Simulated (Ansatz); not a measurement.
# SiNi: the cost of one run

Program: Ansatz 0.2.0. Level of theory: DFT PBEsol, scalar-relativistic, plane waves, PAW. These are calculated values, not measurements.

### 1 Starting point

The structure is orthorhombic, space group Pnma (No. 62). The conventional cell has a = 5.173 Å, b = 3.338 Å, c = 5.605 Å, α = 90.00°, β = 90.00°, γ = 90.00°. Around Si (site symmetry m) lie 6 Ni at 2.28 to 2.40 Å. Ni (site symmetry m) has 6 Si at 2.28 to 2.40 Å as nearest neighbours.

Structure file:

```
Si Ni
1.0
     5.17310    0.00000    0.00000
     0.00000    3.33810    0.00000
     0.00000    0.00000    5.60490
Si Ni
4 4
Direct
  0.32128 0.75000 0.08250
  0.17872 0.25000 0.58250
  0.82128 0.75000 0.41750
  0.67872 0.25000 0.91750
  0.00779 0.25000 0.18752
  0.49221 0.75000 0.68752
  0.50779 0.25000 0.31248
  0.99221 0.75000 0.81248
```

The structure comes from the Crystallography Open Database.

(A quick probe on a coarse mesh, which set the mesh and smearing, is not shown.)

### 3 The relaxation

Input file input.yaml:

```yaml
crystal:
  lattice:
    - [5.1731, 0.0, 0.0]
    - [0.0, 3.3381, 0.0]
    - [0.0, 0.0, 5.6049]
  atoms:
    - { symbol: Si, position: [0.32128, 0.75, 0.0825] }
    - { symbol: Si, position: [0.17872, 0.25, 0.5825] }
    - { symbol: Si, position: [0.82128, 0.75, 0.4175] }
    - { symbol: Si, position: [0.67872, 0.25, 0.9175] }
    - { symbol: Ni, position: [0.00779, 0.25, 0.18752] }
    - { symbol: Ni, position: [0.49221, 0.75, 0.68752] }
    - { symbol: Ni, position: [0.50779, 0.25, 0.31248] }
    - { symbol: Ni, position: [0.99221, 0.75, 0.81248] }
basis:
  ecutwfc: 420
kpoints:
  mp_grid: { grid: [8, 10, 6] }
hamiltonian:
  xc: pbesol
scf:
  occupations: { method: gaussian, width: 0.1 }
output:
  forces: true
  stress: true
  eigenvalues: true
relax:
  adjacent_minimum: "off"
  f_tol: 0.005
  max_steps: 80
  cell: { stress_tol: 0.05 }
```

On the command line:

```
> ansatz run input.yaml --threads 4 --pin off --max-ram 10240MiB --backend cpu --events-out ev --progress --plain --runs-dir out
```

Q: Estimate wall time and peak memory on 4 threads of Arm Neoverse V1, shared host.

About 58 s, with a peak of 0.76 GiB.
